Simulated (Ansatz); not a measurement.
**(110) superlattice of 4 and 2 atomic planes of GaP and AlP, in-plane a of GaP, 12 atoms**

Which settings matter for this cell? A base run comes first, then runs with one to three settings changed.

All numbers are computed with Ansatz 0.2.0 (PAW, plane waves).

### Step 1. Starting point

12 atoms (2 Al, 4 Ga, 6 P); a = 3.846 Å, b = 5.438 Å, c = 11.576 Å, α = 90.00°, β = 90.00°, γ = 90.00°. All atoms were shaken off their sites by about 0.10 Å along each axis.

### Step 2. Single point with PBEsol

Input file in.yaml:

```yaml
crystal:
  lattice:
    - [2.719244, -2.719244, 0.000000]
    - [0.000000, 0.000000, 5.438488]
    - [-8.185305, -8.185305, 0.000000]
  atoms:
    - { symbol: Al, position: [0.051466, 0.965751, 0.673319] }
    - { symbol: Al, position: [0.514510, 0.463740, 0.852013] }
    - { symbol: Ga, position: [0.999620, 0.972172, 0.001733] }
    - { symbol: Ga, position: [0.991346, 0.012715, 0.328745] }
    - { symbol: Ga, position: [0.490646, 0.550267, 0.504513] }
    - { symbol: Ga, position: [0.474489, 0.510631, 0.185386] }
    - { symbol: P, position: [0.014925, 0.245540, 0.494606] }
    - { symbol: P, position: [0.016392, 0.242006, 0.834681] }
    - { symbol: P, position: [0.004990, 0.255963, 0.164516] }
    - { symbol: P, position: [0.512704, 0.736856, 0.343498] }
    - { symbol: P, position: [0.470154, 0.751058, 0.678267] }
    - { symbol: P, position: [0.498496, 0.737545, 0.987648] }
kpoints:
  mp_grid: { grid: [4, 3, 1] }
hamiltonian:
  xc: pbesol
scf:
  occupations: { method: fermi_dirac, width: 0.01 }
output:
  forces: true
  eigenvalues: true
  stress: true
  populations: true
```

Run with:

```bash
> ansatz run in.yaml --threads 7 --pin off --max-ram 13300MiB --runs-dir r --events-out ev --progress --plain
```

### Step 3. Variant: functional PBE0

in.yaml, as its differences from that of step 2:

```diff
@@ -21,5 +21,6 @@
 hamiltonian:
-  xc: pbesol
+  xc: pbe0
 scf:
   occupations: { method: fermi_dirac, width: 0.01 }
+  max_iter: 80
 output:
@@ -28,2 +29 @@
   stress: true
-  populations: true
```

### Step 4. Changed settings: smearing width 2.0 eV, functional PBE0

in.yaml, as its differences from that of step 3:

```diff
@@ -23,3 +23,3 @@
 scf:
-  occupations: { method: fermi_dirac, width: 0.01 }
+  occupations: { method: fermi_dirac, width: 2 }
   max_iter: 80
```

### Step 5. Variant: xc grid 2, mixing beta 0.01

in.yaml, as its differences from that of step 4:

```diff
@@ -20,7 +20,9 @@
   mp_grid: { grid: [4, 3, 1] }
+basis: { xc_grid: 2 }
 hamiltonian:
-  xc: pbe0
+  xc: pbesol
 scf:
-  occupations: { method: fermi_dirac, width: 2 }
-  max_iter: 80
+  occupations: { method: fermi_dirac, width: 0.01 }
+  max_iter: 100
+  mixing: { beta: 0.01 }
 output:
```

### Step 6. Run again with mixing beta 0.01

in.yaml, as its differences from that of step 5:

```diff
@@ -20,3 +20,2 @@
   mp_grid: { grid: [4, 3, 1] }
-basis: { xc_grid: 2 }
 hamiltonian:
@@ -25,3 +24,3 @@
   occupations: { method: fermi_dirac, width: 0.01 }
-  max_iter: 100
+  max_iter: 70
   mixing: { beta: 0.01 }
```

### Step 7. Variant: mixer anderson, starting moment 4 μB

in.yaml, as its differences from that of step 6:

```diff
@@ -22,6 +22,9 @@
   xc: pbesol
+magnetization:
+  spin_polarized: true
+  initial_magnetization: 4
 scf:
   occupations: { method: fermi_dirac, width: 0.01 }
-  max_iter: 70
-  mixing: { beta: 0.01 }
+  max_iter: 60
+  mixing: { algorithm: anderson }
 output:
```

Before running it: what results should come out? Wanted: for each run, settings; status; energy from base; forces from base.

As calculated:

| settings | status | cycles | time | energy from base (meV/atom) | forces from base (eV/Å rms) | filled to empty level on the mesh (eV) |
| --- | --- | --- | --- | --- | --- | --- |
| base | converged | 8 | 2 s (7 CPU threads) | 0 | 0 | 0.60 |
| functional PBE0 | converged | 20 | 45 s (7 CPU threads) | - | 0.110 | 2.00 |
| smearing width 2.0 eV, functional PBE0 | converged, settings too loose | 32 | 84 s (7 CPU threads) | - | 0.391 | - |
| xc grid 2, mixing beta 0.01 | converged | 11 | 1.8 s (7 CPU threads) | 0.0 | 0.000 | 0.60 |
| mixing beta 0.01 | converged | 11 | 1.7 s (7 CPU threads) | 0.0 | 0.000 | 0.60 |
| mixer anderson, starting moment 4 μB | converged | 17 | 5.1 s (7 CPU threads) | 0.0 | 0.000 | 0.60 |

**Reading.** Among these variants the forces move most with smearing width 2.0 eV, functional PBE0 (0.391 eV/Å rms).
